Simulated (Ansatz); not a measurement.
**C4H7B: small, medium and large basis sets**

An exercise on one series of results from a longer session: the logs are not shown, and one member is left open.

Method: one geometry, several basis sets; program: Ansatz 0.2.0, Gaussian basis.

Plan: PBE0-D4/def2-SVP; ωB97M-V/def2-SVP; PBE0-D4/def2-QZVPP; ωB97M-V/def2-QZVPP; the functionals' def2-TZVPP values are taken from earlier runs.

### The relaxed structure

All runs share one geometry, relaxed beforehand with PBE0-D4 in a triple-zeta def2 set.

SMILES `C=C1CB1C`, 12 atoms, charge 0, spin multiplicity 1.

Atoms are counted from 1 here; the program's logs count them from 0.

Bond lengths: C1–C2 1.324 Å, C1–H6 1.088 Å, C1–H7 1.086 Å, C2–C3 1.503 Å, C2–B4 1.496 Å, C3–B4 1.552 Å, C3–H8 1.091 Å, C3–H9 1.092 Å, B4–C5 1.541 Å, C5–H10 1.099 Å, C5–H11 1.093 Å, C5–H12 1.091 Å. Angles: C2–C1–H6 122.3°, C2–C1–H7 121.1°, H6–C1–H7 116.6°, C1–C2–C3 140.7°, C1–C2–B4 156.9°, C3–C2–B4 62.3°, C2–C3–B4 58.6°, C2–C3–H8 118.1°, C2–C3–H9 118.0°, B4–C3–H8 120.4°, B4–C3–H9 120.3°, H8–C3–H9 111.8°, C2–B4–C3 59.1°, C2–B4–C5 153.1°, C3–B4–C5 147.8°, B4–C5–H10 106.7°, B4–C5–H11 112.4°, B4–C5–H12 114.5° and more.

The first run:

Input file in.yaml:

```yaml
crystal:
  periodic: [false, false, false]
  atoms:
    - {symbol: C, position_ang: [-1.609803, 1.251960, 0.871050]}
    - {symbol: C, position_ang: [-0.656208, 0.391343, 0.548186]}
    - {symbol: C, position_ang: [0.119345, -0.758460, 1.128672]}
    - {symbol: B, position_ang: [0.364808, -0.268035, -0.323598]}
    - {symbol: C, position_ang: [1.178075, -0.404095, -1.625898]}
    - {symbol: H, position_ang: [-2.085398, 1.252759, 1.849663]}
    - {symbol: H, position_ang: [-1.956148, 1.997406, 0.160542]}
    - {symbol: H, position_ang: [-0.411113, -1.694109, 1.314105]}
    - {symbol: H, position_ang: [0.846651, -0.542219, 1.913322]}
    - {symbol: H, position_ang: [2.153443, 0.067178, -1.439465]}
    - {symbol: H, position_ang: [1.396889, -1.445864, -1.874137]}
    - {symbol: H, position_ang: [0.736556, 0.097037, -2.488544]}
basis:
  gaussian: {orbitals: def2-SVP}
hamiltonian: {xc: pbe0, dispersion: d4}
output: {orbitals: {seedname: orbitals}}
```

Among the steps run: PBE0-D4 in def2-SVP; ωB97M-V in def2-SVP; PBE0-D4 in def2-QZVPP; ωB97M-V in def2-QZVPP.

One table of the session follows, with a row left open; its other results are not shown here.

It belongs to the step «Density functionals: the series». 

| functional | basis | HOMO (eV) | LUMO (eV) |
| --- | --- | --- | --- |
| PBE0-D4 | def2-SVP | ? | ? |
| PBE0-D4 | def2-TZVPP | -7.22 | -1.75 |
| PBE0-D4 | def2-QZVPP | -7.23 | -1.77 |
| ωB97M-V | def2-SVP | -9.42 | 0.41 |
| ωB97M-V | def2-TZVPP | -9.49 | 0.29 |
| ωB97M-V | def2-QZVPP | -9.51 | 0.25 |

**Question.** Estimate the row for PBE0-D4, def2-SVP.

The run gave: HOMO (eV): -7.15; LUMO (eV): -1.66. In the column «HOMO (eV)» it is the highest.
